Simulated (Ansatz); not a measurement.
# BF3H2S: basis-set convergence

The task here is to estimate one member of a computed series from the others.

The runs use Ansatz 0.2.0, Gaussian basis; one geometry, several basis sets.

Levels to be run: PBE0-D4/def2-SVP; ωB97M-V/def2-SVP; PBE0-D4/def2-QZVPP; ωB97M-V/def2-QZVPP; CCSD(T)/cc-pV(D+d)Z; CCSD(T)/cc-pV(T+d)Z; CCSD(T)/cc-pV(Q+d)Z; the functionals' def2-TZVPP values are taken from earlier runs.

**The relaxed structure**

An earlier PBE0-D4 in a triple-zeta def2 set relaxation fixed the geometry.

7 atoms, charge 0, spin multiplicity 1.

Atoms are counted from 1 here; the program's logs count them from 0.

Bond lengths: F1–B2 1.317 Å, B2–F3 1.319 Å, B2–F4 1.317 Å, S5–H6 1.342 Å, S5–H7 1.342 Å. Angles: F1–B2–F3 119.5°, F1–B2–F4 119.9°, F3–B2–F4 119.5°, H6–S5–H7 92.4°.

Set-up of the first run:

Input file in.yaml:

```yaml
crystal:
  periodic: [false, false, false]
  atoms:
    - {symbol: F, position_ang: [0.514097, -1.099425, 1.528312]}
    - {symbol: B, position_ang: [0.250393, -1.202826, 0.241962]}
    - {symbol: F, position_ang: [-1.001098, -1.327846, -0.156851]}
    - {symbol: F, position_ang: [1.228474, -1.415196, -0.614130]}
    - {symbol: S, position_ang: [0.278630, 1.617165, -0.161440]}
    - {symbol: H, position_ang: [-0.886439, 1.812909, 0.475694]}
    - {symbol: H, position_ang: [-0.322857, 1.547217, -1.359347]}
basis:
  gaussian: {orbitals: def2-SVP}
hamiltonian: {xc: pbe0, dispersion: d4}
output: {orbitals: {seedname: orbitals}}
```

Launch:

```bash
> ansatz run in.yaml --threads 2 --pin off --events-out ev --progress --plain --max-ram 32768MiB --backend cpu
```

Among the steps run: PBE0-D4 in def2-SVP; ωB97M-V in def2-SVP; PBE0-D4 in def2-QZVPP; ωB97M-V in def2-QZVPP.

One of the session's tables, all rows but one given; the rest of the session is left out.

```
functional       basis  HOMO (eV)  LUMO (eV)
   PBE0-D4    def2-SVP      -8.13       0.65
   PBE0-D4  def2-TZVPP      -8.26       0.11
   PBE0-D4  def2-QZVPP      -8.28       0.00
   ωB97M-V    def2-SVP     -10.34       2.71
   ωB97M-V  def2-TZVPP     -10.48       1.83
   ωB97M-V  def2-QZVPP          ?          ?
```

Estimate the missing values for ωB97M-V, def2-QZVPP.

As computed: HOMO (eV): -10.51; LUMO (eV): 1.36. In the column «HOMO (eV)» it is the lowest.
